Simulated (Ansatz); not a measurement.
# BSiGeH+ (doublet): the correlation ladder, cc-pVTZ

The task here is to estimate one member of a computed series from the others.

Method: cc-pVTZ, core rule «outside noble gas», up to 20 orbitals frozen; program: Ansatz 0.2.0, Gaussian basis.

Plan: UHF; CCSD(T) on ROHF; CCSD(T) on UHF; BCCD(T) on ROHF; CCSDT(Q) on ROHF; CCSDT(Q) on UHF.

5 further runs of the same task are left out: 1 that didn't finish, 4 set aside as unsound or not needed.

**The geometry**

The geometry is a PBE0/def2-TZVP stationary point (not a proven minimum) of the parent state, kept for this charge and spin. No spin-orbit coupling is included. The filled d shell of Ge may be among the frozen orbitals whatever the setting's name suggests; the logs give the count.

4 atoms, charge 1, spin multiplicity 2.

Atoms are counted from 1 here; the program's logs count them from 0.

Bond lengths: B1–Si2 1.955 Å, B1–Ge3 2.037 Å, Si2–Ge3 2.247 Å, Si2–H4 1.493 Å. Angles: Si2–B1–Ge3 68.5°, B1–Si2–Ge3 57.5°, B1–Si2–H4 125.2°, Ge3–Si2–H4 177.3°, B1–Ge3–Si2 54.0°.

Coordinates:

| atom | x (Å) | y (Å) | z (Å) |
| --- | --- | --- | --- |
| B1 | 0.0000 | -1.4554 | 0.5853 |
| Si2 | 0.0000 | 0.2594 | 1.5238 |
| Ge3 | 0.0000 | 0.1104 | -0.7180 |
| H4 | 0.0000 | 0.4282 | 3.0075 |

Set-up of the first run:

Contents of in.yaml:

```yaml
crystal:
  periodic: [false, false, false]
  atoms:
    - {symbol: B, position_ang: [0.000000, -1.455407, 0.585347]}
    - {symbol: Si, position_ang: [0.000000, 0.259390, 1.523825]}
    - {symbol: Ge, position_ang: [0.000000, 0.110375, -0.718019]}
    - {symbol: H, position_ang: [0.000000, 0.428237, 3.007464]}
basis:
  gaussian: {orbitals: cc-pVTZ}
total_charge: 1
magnetization: {spin_polarized: true, initial_magnetization: 1}
hamiltonian: {xc: hf}
output: {orbitals: {seedname: orbitals}}
```

Command:

```
$ ansatz run in.yaml --threads 1 --pin off --events-out ev --progress --plain --max-ram 4096MiB --backend cpu
```

Steps of the session up to this table: UHF; CCSD(T) on ROHF; CCSD(T) on UHF; BCCD(T) on ROHF; CCSDT(Q) on ROHF; CCSDT(Q) on UHF.

One of the session's tables, all rows but one given; the rest of the session is left out.

```
   method  from RCCSDT(Q) (meV)
     ROHF               +9029.5
      UHF               +8589.4
     RMP2               +1310.3
     UMP2               +1916.8
    RCCSD                +765.0
    UCCSD                +787.4
 RCCSD(T)                     ?
 UCCSD(T)                +162.0
  BCCD(T)                 +89.1
   RCCSDT                 +66.6
   UCCSDT                 +66.8
RCCSDT(Q)                     0
UCCSDT(Q)                 -16.9
```

Q: Estimate the row for RCCSD(T) from the others.

The run gave: from RCCSDT(Q) (meV): +90.6. In the column «from RCCSDT(Q) (meV)» it lies between BCCD(T) (+89.1) and UCCSD(T) (+162.0).

Limits of these values: The determinant is far from a pure spin state, so its energy mixes those of several spin states (harmless only where they are near-degenerate, as at dissociation). Warnings: spin contamination; coupled cluster took another determinant than the lowest. Restricted and unrestricted rows rest on different reference determinants; where their highest levels disagree by more than a few hundredths of an eV, they describe different states and don't form one ladder.
